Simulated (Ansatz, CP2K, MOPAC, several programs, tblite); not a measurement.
# What cheap methods get right for In4BiP3

How much accuracy does each second buy? In4BiP3 is computed with 8 methods, from the cheapest up to r2SCAN.

Computed with MOPAC, tblite, CP2K, Ansatz (versions at each run) (no spin polarisation, static lattice; gaps from single points on the cell relaxed beforehand with r²SCAN, unless a step's input says otherwise).

### Step 1. Starting point

Symmetry: P-43m, No. 215, cubic system. The conventional cell has a = 6.117 Å, b = 6.117 Å, c = 6.117 Å, α = 90.00°, β = 90.00°, γ = 90.00°. Around P (site symmetry -42m) lie 4 In at 2.60 Å. In (site symmetry 3m) is surrounded by 3 P at 2.60 Å and 1 Bi at 2.80 Å. Around Bi (site symmetry -43m) lie 4 In at 2.80 Å.

Structure file:

```
P In Bi
1.0
     6.11677    0.00000    0.00000
     0.00000    6.11677    0.00000
     0.00000    0.00000    6.11677
P In Bi
3 4 1
Direct
  0.50000 0.00000 0.00000
  0.00000 0.50000 0.00000
  0.00000 0.00000 0.50000
  0.23527 0.76473 0.76473
  0.76473 0.23527 0.76473
  0.76473 0.76473 0.23527
  0.23527 0.23527 0.23527
  0.50000 0.50000 0.50000
```

The structure type (ordered alloy on zincblende lattice) is imposed and need not be the compound's stable one.

**Question.** The methods are PM6, PM7, GFN2-xTB (tblite), PBE/DZVP, PBE/SZV, coarse PBE, PBE, r2SCAN. What gap does r2SCAN give on this cell, and which other methods (full PBE left aside) come nearest to r2SCAN and farthest in gap, volume and bulk modulus?

| quantity | value |
| --- | --- |
| r2SCAN | no gap, 28.61 Å³/atom, B₀ 56 GPa |
| gap: nearest and farthest of the other methods | GFN2-xTB (tblite), PBE/DZVP, PBE/SZV, coarse PBE (about 0.00 eV off); PM6 (+7.26 eV) |
| volume: nearest and farthest of the other methods | PBE/DZVP (+3.8 %), PBE/SZV (+7.8 %) |
| bulk modulus: nearest and farthest of the other methods | PBE/DZVP (-13 %), GFN2-xTB (tblite) (-19 %) |

For the gap (full PBE left aside), GFN2-xTB (tblite), PBE/DZVP, PBE/SZV, coarse PBE tie for nearest to r2SCAN; PM6 is farthest. Among the 3 methods compared for the volume (full PBE left aside), PBE/DZVP is nearest to r2SCAN and PBE/SZV farthest. For the bulk modulus, of the 3 methods compared (full PBE left aside), PBE/DZVP comes nearest to r2SCAN and GFN2-xTB (tblite) is farthest. A minimal basis or a coarse cutoff and mesh shifts results by its own error, so closeness to r2SCAN can be chance. Cluster runs see only the k-points that fold onto the zone centre, so their gaps can miss the band edges. No volume is given for PM6, PM7, coarse PBE, which can hide a larger miss. CPU times run from 1.4 s (coarse PBE) to 36 s (PBE/DZVP). On this cell PM7, PBE/DZVP, PBE/SZV cost more than r2SCAN itself (9.1 s), so they are no saving here. PM6, PM7 disagree with r2SCAN even on whether there is a gap. Semilocal functionals can close a small real gap, so r2SCAN's «no gap» may be its own error. r2SCAN is a yardstick, not the truth. Spin-orbit coupling is left out throughout.
